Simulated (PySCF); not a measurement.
# In(H2O)H3: geometry, NMR shifts and electronic excitations

Wanted: the NMR shifts and electronic excitations of In(H2O)H3 (`[H][In]([H])([H])<-[OH2]`), by calculation.

The runs use PySCF 2.14.0, with density-fitted response routines of our own; the level of theory stands in each step. All values are computed, except where a source is named. Atoms are numbered from 0 throughout.

**1. The molecule as given**

7 atoms, charge 0, multiplicity 1; geometry from: GFN2-xTB.

Bonds of the start (Å): In0–O1 2.41, In0–H4 1.69, In0–H5 1.71, In0–H6 1.70, O1–H2 0.96, O1–H3 0.96.

**2. Relaxing the molecule at PBE0-D3(BJ)/def2-SVP**

The job: settings as JSON, then the geometry in Å.

```
{"job": {"xc": "PBE0", "basis": "def2-SVP", "d3": "d3bj", "grid": 1, "maxiter": 40, "kind": "geom"}, "charge": 0, "multiplicity": 1}
In     0.081900    -0.120640    -1.085250
O      0.069870    -0.087580     1.327060
H     -0.816510    -0.186890     1.694150
H      0.465540     0.701390     1.715170
H      1.765070    -0.083490    -1.275430
H     -0.782020     1.350340    -1.158040
H     -0.783850    -1.573120    -1.217660
```

Started as:

```sh
OMP_NUM_THREADS=1 python probes_run.py task.json out
```

One launch serves the whole session: the jobs run in the order shown.

Output:

```text
step   0  E = -268.17931586  max force = 0.010407
step   1  E = -268.18057533  max force = 0.002439
step   2  E = -268.18067429  max force = 0.001266
step   3  E = -268.18069486  max force = 0.000392
step   4  E = -268.18070155  max force = 0.000465
step   5  E = -268.18070400  max force = 0.000253
optimisation converged
```

Run time: 7.3 s. Hardware: 1 thread, shared host.

The steps of the relaxation:

```
step  energy from step 0 (eV)  largest force component (eV/Å)
   0                   0.0000                          0.5351
   1                  -0.0343                          0.1254
   2                  -0.0370                          0.0651
   3                  -0.0375                          0.0202
   4                  -0.0377                          0.0239
   5                  -0.0378                          0.0130
```

Close pairs (by a distance rule), those that changed most:

```
  bond  before (Å)  after (Å)  change (Å)
In0–H4       1.694      1.736      +0.042
In0–H6       1.696      1.738      +0.042
In0–H5       1.707      1.746      +0.039
 O1–H3       0.964      0.965      +0.001
 O1–H2       0.965      0.965      +0.001
In0–O1       2.413      2.413      +0.001
```

The end geometry stands in the next job.

```
                         at the end point                 value
  point group (found at 0.08 Å tolerance)                    C1
rotational constants (GHz, main isotopes)  47.553, 5.072, 5.024
                        dipole moment (D)                  3.94
```

**3. NMR shieldings: PBE0/def2-TZVP+pcSseg-1**

The job: settings as JSON, then the geometry in Å.

```
{"job": {"kind": "nmr", "xc": "PBE0", "basis": {"default": "pcSseg-1", "In": "def2-TZVP"}}, "charge": 0, "multiplicity": 1}
In     0.076090    -0.109056    -1.081661
O      0.084229    -0.111350     1.331400
H     -0.803720    -0.188661     1.701574
H      0.452017     0.695711     1.711955
H      1.803774    -0.079167    -1.251406
H     -0.805530     1.393143    -1.206283
H     -0.806861    -1.600610    -1.205578
```

Level: GIAO PBE0/pcSseg-1 In:def2-TZVP NMR shielding, scalar relativity only through core potentials, gas phase.

Output:

```text
coarse grid: 25632 points
cycle   1  E = -267.3967711878  dE = -3.206e+01  |g| = 2.024e+00  |ddm| = 4.501e+01
cycle   2  E = -266.6773745977  dE =  7.194e-01  |g| = 3.234e+00  |ddm| = 7.367e+00
cycle   3  E = -268.2357335580  dE = -1.558e+00  |g| = 1.083e-01  |ddm| = 2.851e+00
cycle   4  E = -268.2379511243  dE = -2.218e-03  |g| = 4.297e-02  |ddm| = 1.530e-01
cycle   5  E = -268.2382136653  dE = -2.625e-04  |g| = 1.611e-02  |ddm| = 3.167e-02
cycle   6  E = -268.2382568054  dE = -4.314e-05  |g| = 2.793e-03  |ddm| = 1.096e-02
cycle   7  E = -268.2382580551  dE = -1.250e-06  |g| = 6.874e-04  |ddm| = 2.289e-03
final grid: 52112 points
cycle   8  E = -268.2382653904  dE = -2.690e-08  |g| = 5.882e-04  |ddm| = 1.175e-03
cycle   9  E = -268.2382653850  dE =  5.345e-09  |g| = 6.161e-04  |ddm| = 8.175e-04
cycle  10  E = -268.2382654471  dE = -6.206e-08  |g| = 1.034e-04  |ddm| = 4.171e-04
cycle  11  E = -268.2382654488  dE = -1.723e-09  |g| = 4.969e-06  |ddm| = 5.238e-05
cycle  12  E = -268.2382654488  dE = -3.809e-12  |g| = 7.129e-07  |ddm| = 5.969e-06
converged SCF energy = -268.2382654488

GIAO shielding tensors (ppm)
atom      isotropic    diamagn.    paramagn.     s11        s22        s33       span
  0 In         nan         nan         nan        nan        nan        nan        nan
  1 O      325.359     384.152     -58.792    293.733    314.104    368.241     74.507
  2 H       29.734      29.527       0.207     20.932     25.052     43.218     22.287
  3 H       29.758      29.501       0.257     20.983     24.947     43.345     22.361
  4 H       25.755      27.400      -1.645     18.031     21.159     38.074     20.044
  5 H       25.752      27.707      -1.955     17.899     21.457     37.901     20.002
  6 H       25.771      27.462      -1.692     18.046     21.248     38.018     19.971
```

Run time: 4.4 s. Hardware: 1 thread, shared host.

The references, computed at this level on geometries of the same kind, shield at (ppm): ¹H TMS 31.27, ¹⁷O H2O 334.6. Their shielding less the atom's gives the shift. The references are single molecules in the gas phase, so shifts against H2O, NH3, PH3, H3PO4 or CFCl3 are not on the usual liquid scales and can be off by tens of ppm. Atoms listed in one row are averaged.

```
     atoms                         environment  σ (ppm)  δ (ppm)
H4, H5, H6        hydrogen on a In bonded to O    25.76     5.51
    H2, H3  hydrogen on an oxygen bonded to In    29.75     1.52
        O1            oxygen bonded to In, 2 H    325.4      9.2
```

Atoms past Kr carry core potentials, so their printed shieldings have no meaning and are left out of the table.

Charges from the same density, by scheme (e):

```
atoms  Mulliken  ESP fit
  In0      0.27     0.66
   O1     -0.40    -0.68
```

Mayer bond orders: In0–O1 0.24.

With diffuse functions Mulliken charges and Mayer bond orders lose their meaning; the other schemes are steadier.

The fields below are evaluated on a grid from the run's orbitals.

Frontier orbitals at PBE0/def2-TZVP+pcSseg-1, with the share of their density that lies nearest to each atom:

```
orbital  energy (eV)                                    lies on
   HOMO        -7.46  H5 56 %; H4, H6 about 15 % each; In0 11 %
   LUMO        -0.88  H2, H3 about 20 % each; In0 18 %; O1 12 %
```

ELF in a plane through or near 3 of the atoms.

Values, 10 rows by 14 columns:
```
0.00 0.00 0.00 0.00 0.00 0.00 0.00 0.00 0.00 0.00 0.00 0.00 0.00 0.00
0.00 0.00 0.00 0.00 0.01 0.01 0.00 0.00 0.00 0.00 0.00 0.00 0.00 0.00
0.00 0.00 0.03 0.41 0.80 0.75 0.40 0.02 0.00 0.00 0.00 0.00 0.00 0.00
0.00 0.00 0.18 0.65 0.84 0.74 0.46 0.03 0.03 0.64 0.86 0.20 0.00 0.00
0.00 0.00 0.07 0.21 0.22 0.55 0.31 0.11 0.60 0.92 0.92 0.43 0.00 0.00
0.00 0.00 0.04 0.16 0.44 0.36 0.65 0.17 0.85 0.74 0.59 0.11 0.00 0.00
0.00 0.00 0.12 0.43 0.47 0.32 0.27 0.05 0.19 0.90 0.93 0.56 0.00 0.00
0.00 0.00 0.19 0.88 0.99 0.99 0.91 0.12 0.00 0.03 0.11 0.00 0.00 0.00
0.00 0.00 0.00 0.18 0.71 0.80 0.47 0.02 0.00 0.00 0.00 0.00 0.00 0.00
0.00 0.00 0.00 0.00 0.00 0.00 0.00 0.00 0.00 0.00 0.00 0.00 0.00 0.00
```
The map spans 8.7 Å across and 8.4 Å up, centred on the molecule. Atoms in the plane (x, y in Å): In0 (-1.1, 0.0), H2 (1.7, -0.8), H3 (1.7, 0.8).

log10 of the density (e/Å³) in the same plane.

Ten even steps from ' ' (-4.0) to '@' (1.2):
```
                                                        
                ........                                
          ......::::::::......                          
      ....::::::--------::::....                        
      ..::::----========----::::........                
    ..::----====++++++++====----::--------::..          
......::--====++++****++++++========++++====--::        
......::--==++++**********++++++++****##**++==--..      
......::--==++**##%%%%%%##**++**####%%%%##++==--::      
......::--==++**%%@@@@@@@@##**####%%%%####++==--::      
......::--==++**%%@@@@@@@@##**####%%%%##**++==--::      
......::--==++**##%%%%%%##**++****####%%##++==--::      
......::--==++++****##****++++++++********++==--..      
......::--====++********++++========++++====--..        
    ..::----==++++****++++==----::--------::..          
      ..::----====++++====----::::......                
      ....::::--------------::....                      
        ....::::::::::::::::....                        
              ..............                            
                                                        
```
The map spans 8.7 Å across and 8.4 Å up, centred on the molecule. Atoms in the plane (x, y in Å): In0 (-1.1, 0.0), H2 (1.7, -0.8), H3 (1.7, 0.8).

On the surface of density 0.002 e/bohr³ the electrostatic potential runs, from the 1st to the 99th percentile, from -0.84 to 3.14 V.

**4. Ultraviolet spectrum: CAM-B3LYP/def2-SVPD**

Settings changed since step 3:

```diff
@@ -1,2 +1,2 @@
-{"job": {"kind": "nmr", "xc": "PBE0", "basis": {"default": "pcSseg-1", "In": "def2-TZVP"}}, "charge": 0, "multiplicity": 1}
+{"job": {"kind": "uv", "xc": "CAM-B3LYP", "basis": "def2-SVPD", "ip": true, "nstates": 10}, "charge": 0, "multiplicity": 1}
 In     0.076090    -0.109056    -1.081661
```

Level: TDDFT CAM-B3LYP/def2-SVPD, vertical, gas phase, core orbitals frozen in the response.

Output:

```text
coarse grid: 25632 points
cycle   1  E = -267.4885120126  dE = -2.106e+01  |g| = 1.804e+00  |ddm| = 1.247e+01
cycle   2  E = -267.7274532952  dE = -2.389e-01  |g| = 1.724e+00  |ddm| = 5.634e+00
cycle   3  E = -268.2259390042  dE = -4.985e-01  |g| = 1.045e-01  |ddm| = 1.737e+00
cycle   4  E = -268.2262691614  dE = -3.302e-04  |g| = 1.016e-01  |ddm| = 1.481e-01
cycle   5  E = -268.2280899058  dE = -1.821e-03  |g| = 6.806e-03  |ddm| = 7.343e-02
cycle   6  E = -268.2281013375  dE = -1.143e-05  |g| = 9.758e-04  |ddm| = 1.145e-02
cycle   7  E = -268.2281017312  dE = -3.936e-07  |g| = 1.298e-04  |ddm| = 2.730e-03
final grid: 52112 points
cycle   8  E = -268.2281103826  dE = -1.231e-08  |g| = 6.508e-05  |ddm| = 7.346e-04
cycle   9  E = -268.2281103831  dE = -4.790e-10  |g| = 6.953e-05  |ddm| = 1.551e-04
cycle  10  E = -268.2281103840  dE = -8.634e-10  |g| = 8.934e-06  |ddm| = 5.130e-05
converged SCF energy = -268.2281103840

Static polarisability (au): isotropic 51.746, principal 46.913 53.712 54.612

Singlet excitations
state   eV       nm        f      main configurations
  1   5.5076    225.1   0.00377   H->L 0.89
  2   5.6678    218.8   0.00734   H-1->L 0.86, H-1->L+1 0.08
  3   6.9186    179.2   0.07468   H->L+1 0.89
  4   7.0473    175.9   0.09982   H-1->L+1 0.87, H-1->L 0.09
  5   7.5019    165.3   0.14354   H->L+2 0.87
  6   7.5184    164.9   0.00063   H->L+3 0.62, H-1->L+4 0.12, H-1->L+2 0.12
  7   7.5961    163.2   0.13875   H-1->L+2 0.73, H-1->L+4 0.18
  8   8.0686    153.7   0.13701   H-1->L+3 0.81
  9   8.2203    150.8   0.22087   H-1->L+4 0.26, H-2->L 0.22, H->L+3 0.20
 10   8.2343    150.6   0.16382   H-2->L 0.46, H-1->L+4 0.16, H-3->L 0.10

Triplet excitations (Tamm-Dancoff, eV): 5.1786 5.3068 6.3255 6.4116
Vertical ionisation energy (delta-SCF) = 9.9137 eV
Vertical electron affinity (delta-SCF) = -0.3846 eV
```

Run time: 24 s. Hardware: 1 thread, shared host.

The orbitals next to the gap, with their largest atomic shares:

```
orbital      eV                       atoms
 HOMO−3  -13.24   O1 62 %, In0 14 %, H5 6 %
 HOMO−2  -11.87  O1 39 %, In0 28 %, H4 10 %
 HOMO−1   -8.94  In0 41 %, H6 29 %, H4 26 %
   HOMO   -8.85  In0 41 %, H5 36 %, H4 11 %
   LUMO   -0.32  In0 43 %, O1 23 %, H3 11 %
 LUMO+1    0.83    In0 79 %, O1 6 %, H5 4 %
 LUMO+2    1.35  In0 53 %, O1 10 %, H5 10 %
```

With each of the 10 states as a Gaussian band of 0.4 eV half-width at 1/e, the curve within the window shown has maxima at 221 nm (ε 430), 152 nm (ε 22,000) L/(mol cm). Beyond the last state computed it falls off for lack of states. The curve at chosen wavelengths:

| nm | ε (L/mol/cm) |
| --- | --- |
| 145 | 10069 |
| 149 | 19221 |
| 154 | 20606 |
| 158 | 16854 |
| 162 | 14881 |
| 166 | 13569 |
| 171 | 11233 |
| 175 | 9516 |
| 179 | 7646 |
| 184 | 4738 |
| 188 | 2615 |
| 192 | 1202 |
| 196 | 483 |
| 201 | 188 |
| 205 | 182 |
| 209 | 256 |
| 213 | 347 |
| 218 | 424 |
| 222 | 431 |
| 226 | 390 |
| 231 | 298 |
| 235 | 218 |
| 239 | 146 |
| 243 | 92 |
| 248 | 47 |
| 252 | 26 |

Leading natural transition orbitals of singlet state 9: the hole lies on H4, H5 about 42 % each; In0 11 %; the particle on H4, H6 about 26 % each; H2 18 %; H3 12 %.

Leading natural transition orbitals of singlet state 1: the hole lies on H5 57 %; H4, H6 about 15 % each; In0 11 %; the particle on In0 22 %; H2, H3 about 18 % each; H4, H5, H6 about 11 % each.

Ground-state properties from the same run:

```
           property  computed
  dipole moment (D)      3.70
polarisability (Å³)      7.67
 HOMO–LUMO gap (eV)      8.52
      −ε(HOMO) (eV)      8.85
```

**5. NMR shieldings: KT2/def2-TZVP+pcSseg-1**

Settings changed since step 4:

```diff
@@ -1,2 +1,2 @@
-{"job": {"kind": "uv", "xc": "CAM-B3LYP", "basis": "def2-SVPD", "ip": true, "nstates": 10}, "charge": 0, "multiplicity": 1}
+{"job": {"kind": "nmr", "xc": "KT2", "basis": {"default": "pcSseg-1", "In": "def2-TZVP"}, "pop": false}, "charge": 0, "multiplicity": 1}
 In     0.076090    -0.109056    -1.081661
```

Method: GIAO KT2/pcSseg-1 In:def2-TZVP NMR shielding, scalar relativity only through core potentials, gas phase.

Output:

```text
coarse grid: 25632 points
cycle   1  E = -269.4652956662  dE = -3.162e+01  |g| = 2.214e+00  |ddm| = 4.363e+01
cycle   2  E = -261.3954597960  dE =  8.070e+00  |g| = 6.978e+00  |ddm| = 9.923e+00
cycle   3  E = -270.4405330512  dE = -9.045e+00  |g| = 6.325e-01  |ddm| = 5.335e+00
cycle   4  E = -270.4380556222  dE =  2.477e-03  |g| = 6.625e-01  |ddm| = 8.023e-01
cycle   5  E = -270.5148642353  dE = -7.681e-02  |g| = 3.916e-02  |ddm| = 3.814e-01
cycle   6  E = -270.5153925508  dE = -5.283e-04  |g| = 1.493e-02  |ddm| = 7.085e-02
cycle   7  E = -270.5154382415  dE = -4.569e-05  |g| = 4.821e-03  |ddm| = 1.996e-02
cycle   8  E = -270.5154444960  dE = -6.254e-06  |g| = 6.189e-04  |ddm| = 6.343e-03
final grid: 52112 points
cycle   9  E = -270.5154546125  dE =  5.215e-08  |g| = 9.048e-04  |ddm| = 1.706e-03
cycle  10  E = -270.5154543549  dE =  2.576e-07  |g| = 1.510e-03  |ddm| = 1.920e-03
cycle  11  E = -270.5154547925  dE = -4.376e-07  |g| = 1.599e-04  |ddm| = 1.009e-03
cycle  12  E = -270.5154548001  dE = -7.595e-09  |g| = 1.515e-05  |ddm| = 2.136e-04
cycle  13  E = -270.5154548001  dE = -4.508e-11  |g| = 1.579e-06  |ddm| = 1.436e-05
converged SCF energy = -270.5154548001

GIAO shielding tensors (ppm)
atom      isotropic    diamagn.    paramagn.     s11        s22        s33       span
  0 In         nan         nan         nan        nan        nan        nan        nan
  1 O      322.149     382.826     -60.677    289.987    312.196    364.265     74.278
  2 H       29.898      29.275       0.623     21.257     25.570     42.867     21.610
  3 H       29.926      29.251       0.675     21.316     25.467     42.995     21.680
  4 H       25.383      27.371      -1.988     17.735     21.032     37.380     19.645
  5 H       25.353      27.646      -2.293     17.542     21.324     37.192     19.649
  6 H       25.396      27.426      -2.030     17.748     21.119     37.321     19.573
```

Wall time 4.3 s (1 thread, shared host).

This run: δ O1 8.5, H4 5.80, H2 1.27 ppm (means over like atoms).

**6. Run by run: NMR shifts**

Shifts (ppm), means over like atoms, with basis size and wall time:

```
                    run    H4    H2   O1  functions   time
PBE0/def2-TZVP+pcSseg-1  5.51  1.52  9.2         92  4.4 s
 KT2/def2-TZVP+pcSseg-1  5.80  1.27  8.5         92  4.3 s
```

**7. Results**

| quantity | value |
| --- | --- |
| point group | C1 |
| rotational constants (main isotopes) | 47.55, 5.07, 5.02 GHz |
| ¹H shifts against TMS (PBE0/def2-TZVP+pcSseg-1, means over atoms taken as alike) | 5.51, 1.52 ppm |
| ¹⁷O shifts against H2O (PBE0/def2-TZVP+pcSseg-1) | 9.2 ppm |
| surface potential, 1st and 99th percentile | -0.84 V and 3.14 V |
| lowest singlet (CAM-B3LYP/def2-SVPD) | 5.51 eV (225 nm), f = 0.004 |
| brightest single state of those computed | state 9, 8.22 eV, f = 0.221 |
| lowest triplet | 5.18 eV |
| vertical ionisation energy (ΔSCF) | 9.91 eV |
| vertical electron affinity (ΔSCF) | -0.38 eV (unbound: the value hangs on the basis) |
| range of the shift of O1 | 8.5 to 9.2 ppm |

What this shows: Over 5 steps the energy fell by 0.038 eV; of the close pairs, In0–H4 changed most, 1.694 to 1.736 Å. No frequency check was run at this level, so the end point may be a saddle. At PBE0/def2-TZVP+pcSseg-1: The widest tensor belongs to O1: span 75 ppm, with a paramagnetic part of -59 ppm. By nearest atom (PBE0/def2-TZVP+pcSseg-1), the HOMO sits on H5 56 %; H4, H6 about 15 % each and the LUMO on H2, H3 about 20 % each; In0 18 %. The first singlet state (HOMO→LUMO 0.89) lies at 5.51 eV and is weak; of the 10 states computed, the strongest absorption comes from states 9 to 10 together at 8.22 eV (the last computed, so partners may be missing). The lowest triplet lies 0.33 eV below the lowest singlet (triplets in Tamm-Dancoff, singlets in full TDDFT). Spin-orbit coupling, left out, mixes singlets and triplets in elements this heavy. ΔSCF puts the ionisation energy at 9.91 eV, 1.07 eV above −ε(HOMO). In ppm, O1 moves most: its shift spreads over 0.7 ppm, from 8.5 (KT2/def2-TZVP+pcSseg-1) to 9.2 (PBE0/def2-TZVP+pcSseg-1). Spin-orbit coupling is left out, which matters for shieldings and couplings at and beside the heavy atoms.
